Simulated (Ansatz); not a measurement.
Predict the output of the script below (the Ansatz DFT code, driven from Python).

The script, `run_field.py`:
```python
# -*- coding: utf-8 -*-
'''Response of C2H5AsO to a pair of distant point charges.'''

import warnings

import ansatz as az
from ase import Atoms
import numpy as np

warnings.simplefilter('ignore', az.DeckWarning)

atoms = Atoms(['C', 'C', 'O', 'As', 'H', 'H', 'H', 'H', 'H'], positions=[
    (0.6921, 1.6927, 0.0291),
    (-0.1077, 0.6756, -0.2634),
    (-0.1252, -0.4244, 0.5691),
    (-1.061, -1.9112, 0.2026),
    (1.2688, 1.7451, 0.8846),
    (0.636, 2.6135, -0.6409),
    (-0.6958, 0.6794, -1.1477),
    (-0.1451, -2.3485, -0.9596),
    (-0.3736, -2.7685, 1.3091),
])
molecule = az.Crystal.molecule_from_ase(atoms)

model = (
    molecule.calculation()
    .basis(gaussian='def2-SVPD')
    .correlation('MP2')
    .forces()
)
# charges +q and -q at -R and +R make a nearly even field 2 k q / R^2 at the centre
centre = np.mean([site.position_ang for site in molecule.cartesian_sites], axis=0)
field = 2 * 14.399645 * 2.0 / 30.0 ** 2


def dipole(axis, sign):
    arm = 30.0 * np.eye(3)[axis]
    pair = [{'charge': sign * 2.0, 'position_ang': (centre - arm).tolist()}, {'charge': -sign * 2.0, 'position_ang': (centre + arm).tolist()}]
    deck = model.input().set(az.key.basis.gaussian.point_charges, pair)
    return np.array(az.Session.from_dict(deck).plan().execute().report['charge_distribution']['dipole_moment_e_ang'])


print(f'field {field:.4f} V/A')
alpha = np.array([(dipole(axis, 1) - dipole(axis, -1)) / (2 * field) * 14.399645 for axis in range(3)])
print('polarisability tensor (A^3)')
print(np.array2string(alpha, precision=3, suppress_small=True))
print(f'mean {np.trace(alpha) / 3:.3f} A^3 = {np.trace(alpha) / 3 / 0.14818471:.2f} bohr^3')
```

```console
$ python run_field.py
field 0.0640 V/A
polarisability tensor (A^3)
[[ 8.243  1.587  0.127]
 [ 1.594 11.842 -0.45 ]
 [ 0.126 -0.436  7.978]]
mean 9.354 A^3 = 63.13 bohr^3
```

The geometry is a force-field or estimated start, not a minimum of this method, and the basis set is short of its limit. The field of two point charges is only nearly even. Finished in 69 s on 1 thread of Arm Neoverse V2 (shared host), peak memory 0.51 GiB.

(A comment or docstring line of the script was reworded after the run, the code is as it ran; lines on the test bed's own set-up are left out of the output.)
